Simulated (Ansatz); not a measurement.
Write a Python script for Ansatz 0.2.0, Python API that makes a check of forces and pressure against finite differences of TiNb (distorted cell). Level of theory (first run): PBEsol, PAW, cutoff 540 eV, 7×7×4 k-points, Fermi-Dirac smearing of 0.1 eV.

```
Ti Nb
1.0
     1.64481   -2.35236   -0.02796
     1.60675    2.32542    0.02450
    -0.00489    0.05258    4.66426
Ti Nb
1 1
Direct
  0.49331 0.49997 0.49971
  0.99164 0.00669 0.00232
```

Script `tinb_fdcheck.py`:
```python
"""Forces and pressure of TiNb against finite differences of the energy, distorted."""

import ansatz
import numpy as np

vectors0 = np.array([
    [1.64481, -2.35236, -0.02796],
    [1.60675, 2.32542, 0.0245],
    [-0.00489, 0.05258, 4.66426],
])
sites = [
    ("Ti", (0.49331, 0.49997, 0.49971)),
    ("Nb", (0.99164, 0.00669, 0.00232)),
]


def crystal_on(cell):
    crystal = ansatz.Crystal(lattice=ansatz.Lattice.of(cell))
    for symbol, position in sites:
        crystal = crystal.atom(symbol, position)
    return crystal

def solve(crystal):
    return (
        crystal.calculation()
        .functional(ansatz.Functional.PBESOL)
        .occupations(ansatz.OccupationsMethod.FERMI_DIRAC, width=100 * ansatz.meV)
        .basis(540, xc_grid=2)
        .kpoints(7, 7, 4)
        .scf(tolerance=1e-09)
        .forces()
        .stress()
        .run(threads=1)
    ).report


centre = solve(crystal_on(vectors0))
start = crystal_on(vectors0)
# move one atom both ways along a Cartesian axis
print(f"force on atom 0 along z: analytic {centre['forces_ev_ang'][0][2]:.4f} eV/A")
for h in (0.005, 0.02):
    shift = np.eye(3)[2] * h @ np.linalg.inv(vectors0)
    plus, minus = (solve(start.move(0, to=np.array(sites[0][1]) + sign * shift))["lagrangian_ev"] for sign in (1, -1))
    print(f"  step {h} A: numerical {-(plus - minus) / (2 * h):.4f} eV/A")
# P = -dF/dV; the difference feels the change of the plane-wave count with the cell
volume = abs(np.linalg.det(vectors0))
larger, smaller = (solve(crystal_on(vectors0 * (1 + sign * 0.005) ** (1 / 3)))["lagrangian_ev"] for sign in (1, -1))
numerical = -(larger - smaller) / (0.01 * volume) * 160.21766
print(f"pressure: analytic {np.trace(centre['stress_gpa']) / 3:.3f}, numerical {numerical:.3f} GPa")
```

Running `python tinb_fdcheck.py` prints:
```text
DeckWarning: output.stress: scf.convergence.dr2_threshold = 1e-9 eV is looser than the 2e-10 eV advised for a printed stress (1e-10 eV for each atom of the cell: 2). What an SCF threshold leaves in a stress goes as its square root, and in the free energy as [...]
force on atom 0 along z: analytic 0.0189 eV/A
  step 0.005 A: numerical 0.0189 eV/A
  step 0.02 A: numerical 0.0192 eV/A
pressure: analytic -5.692, numerical -5.690 GPa
```
(Warnings from the package without file and line, shortened.)

Reading the output:
- The mesh is modest for a metal, so energies can be off by several to tens of meV an atom and pressures by half a GPa or more; differences at equal mesh fare better.
- Pressure is positive in compression.
- The cell is a database structure, distorted on purpose.
- The central difference errs as the square of the step, so the shorter step is the fairer test; what remains comes from the finite grid and the SCF threshold.
- Run time: 54 s on 1 thread of Arm Neoverse V1 (shared host), peak memory 0.47 GiB.
